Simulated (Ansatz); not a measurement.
# NiMoIrPdW (P-3m1) in Ansatz: notebook, part 2 of 2

Ansatz 0.2.0.

## (5) The runs side by side

```csv
task,potentials or basis,cell,k mesh,cutoff (eV),target pressure (GPa),gap on the mesh (eV),pressure (GPa),moment (μB)
relaxation of cell and atoms,Ansatz PAW,relaxed to 10 GPa,8 × 8 × 1,420,10,none,10.0,0.00
relaxation of cell and atoms,Ansatz PAW,relaxed to 20 GPa,8 × 8 × 1,420,20,none,20.0,0.00
single point,SPMS NC,as given,11 × 11 × 2,925,-,none,0.1,0.00
```

Alike in all rows: level PBE; spin collinear, ferromagnetic start; smearing fermi-dirac 0.05 eV.

Caveats: the starting moments weren't kept; the plane-wave basis is chosen anew once the cell has moved, so the energies of steps on either side of that aren't comparable (some runs).

Absolute energies hang on the potentials; compare differences alone.
